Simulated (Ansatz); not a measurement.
# C₂H₉InN₂OSi: vertical ionisation energy

An exercise on one series of results from a longer session: the logs are not shown, and one member is left open.

The runs use Ansatz 0.2.0, Gaussian basis; unrestricted cation, the program's frozen cores in correlated methods.

The runs, in order: UKS PBE-D4/def2-TZVPP; UKS r2SCAN-D4/def2-TZVPP; UKS PBE0-D4/def2-TZVPP; UKS B3LYP-D4/def2-TZVPP; UKS wB97X-V/def2-TZVPP; UKS wB97M-V/def2-TZVPP; UKS B2PLYP/def2-TZVPP; UHF-CCSD(T)/def2-TZVPP; UHF-MP2/def2-QZVPP; extrapolation to the limit; then −ε(HOMO) from the neutral's earlier runs with LDA (SPW92), PBE-D4, revPBE-D4, BLYP-D4, r2SCAN-D4, B97M-V, PBE0-D4, B3LYP-D4, r2SCANh-D4, r2SCAN0-D4, HSE06-D4, BHLYP-D4, CAM-B3LYP-D4, LC-ωPBE, ωB97X-V, ωB97M-V.

### The relaxed structure

All runs share one geometry, relaxed beforehand with PBE0-D4 in a triple-zeta def2 set. In takes the def2 core potential; no spin-orbit term is included.

SMILES `NC([SiH3])[N]1C[O][InH]1`, 16 atoms, charge 0, spin multiplicity 1.

Atoms are counted from 1 here; the program's logs count them from 0.

Bond lengths: N1–C2 1.513 Å, N1–H8 1.016 Å, N1–H9 1.017 Å, C2–Si3 1.892 Å, C2–N4 1.435 Å, C2–H10 1.101 Å, Si3–H11 1.480 Å, Si3–H12 1.489 Å, Si3–H13 1.495 Å, N4–C5 1.467 Å, N4–In7 2.144 Å, C5–O6 1.414 Å, C5–H14 1.098 Å, C5–H15 1.104 Å, O6–In7 2.036 Å, In7–H16 1.688 Å. Angles: C2–N1–H8 113.7°, C2–N1–H9 110.6°, H8–N1–H9 107.7°, N1–C2–Si3 111.7°, N1–C2–N4 110.2°, N1–C2–H10 109.2°, Si3–C2–N4 104.7°, Si3–C2–H10 109.6°, N4–C2–H10 111.4°, C2–Si3–H11 109.7°, C2–Si3–H12 107.8°, C2–Si3–H13 111.4°, H11–Si3–H12 110.9°, H11–Si3–H13 109.3°, H12–Si3–H13 107.6°, C2–N4–C5 113.9°, C2–N4–In7 97.0°, C5–N4–In7 87.7° and more.

Coordinates:

```xyz
16

N     0.12629    0.68798    1.25614
C     0.68363    0.19272   -0.06018
Si    1.73663   -1.36268    0.16605
N    -0.38309   -0.21404   -0.92941
C    -1.16003    0.90230   -1.47868
O    -2.24626    1.19375   -0.62194
In   -1.89047   -0.40847    0.58270
H     0.76262    0.57164    2.03909
H    -0.11083    1.67495    1.19517
H     1.29262    0.98742   -0.51745
H     2.41120   -1.69932   -1.10786
H     0.83319   -2.46510    0.59726
H     2.76404   -1.17548    1.23617
H    -1.53604    0.62122   -2.47166
H    -0.51091    1.78737   -1.60201
H    -2.77258   -1.29424    1.71660
```

The first run:

in.yaml

```yaml
crystal:
  periodic: [false, false, false]
  atoms:
    - {symbol: N, position_ang: [0.126292, 0.687976, 1.256141]}
    - {symbol: C, position_ang: [0.683625, 0.192723, -0.060179]}
    - {symbol: Si, position_ang: [1.736628, -1.362679, 0.166048]}
    - {symbol: N, position_ang: [-0.383089, -0.214041, -0.929406]}
    - {symbol: C, position_ang: [-1.160027, 0.902302, -1.478682]}
    - {symbol: O, position_ang: [-2.246261, 1.193752, -0.621940]}
    - {symbol: In, position_ang: [-1.890466, -0.408475, 0.582699]}
    - {symbol: H, position_ang: [0.762615, 0.571643, 2.039085]}
    - {symbol: H, position_ang: [-0.110825, 1.674949, 1.195174]}
    - {symbol: H, position_ang: [1.292621, 0.987420, -0.517445]}
    - {symbol: H, position_ang: [2.411200, -1.699316, -1.107855]}
    - {symbol: H, position_ang: [0.833188, -2.465104, 0.597257]}
    - {symbol: H, position_ang: [2.764036, -1.175484, 1.236168]}
    - {symbol: H, position_ang: [-1.536044, 0.621218, -2.471657]}
    - {symbol: H, position_ang: [-0.510913, 1.787368, -1.602013]}
    - {symbol: H, position_ang: [-2.772581, -1.294242, 1.716598]}
basis:
  gaussian: {orbitals: def2-TZVPP}
total_charge: 1
magnetization: {spin_polarized: true, initial_magnetization: 1}
hamiltonian: {xc: pbe, dispersion: d4}
```

On the command line:

```sh
> ansatz run in.yaml --threads 2 --pin off --events-out ev --progress --plain --max-ram 20480MiB --backend cuda --devices 0, --max-vram 18GiB
```

Steps of the session up to this table: Cation, UKS PBE-D4/def2-TZVPP; Cation, UKS r2SCAN-D4/def2-TZVPP; Cation, UKS PBE0-D4/def2-TZVPP; Cation, UKS B3LYP-D4/def2-TZVPP; Cation, UKS wB97X-V/def2-TZVPP; Cation, UKS wB97M-V/def2-TZVPP; Cation, UKS B2PLYP (frozen core)/def2-TZVPP; Cation, UHF-CCSD(T)/def2-TZVPP; Cation, UHF-MP2/def2-QZVPP.

One table of the session follows, with a row left open; its other results are not shown here.

Orbital estimates, from the neutral's runs:

```
  functional  −ε(HOMO) (eV)
 LDA (SPW92)           4.97
      PBE-D4              ?
   revPBE-D4           4.71
     BLYP-D4           4.68
   r2SCAN-D4           4.98
      B97M-V           5.15
     PBE0-D4           6.04
    B3LYP-D4           5.84
  r2SCANh-D4           5.46
  r2SCAN0-D4           6.20
    HSE06-D4           5.64
    BHLYP-D4           7.28
CAM-B3LYP-D4           7.40
     LC-ωPBE           8.66
     ωB97X-V           8.37
     ωB97M-V           8.33
```

Estimate the missing values for PBE-D4.

As computed: −ε(HOMO) (eV): 4.78. In the column «−ε(HOMO) (eV)» it lies between revPBE-D4 (4.71) and LDA (SPW92) (4.97).
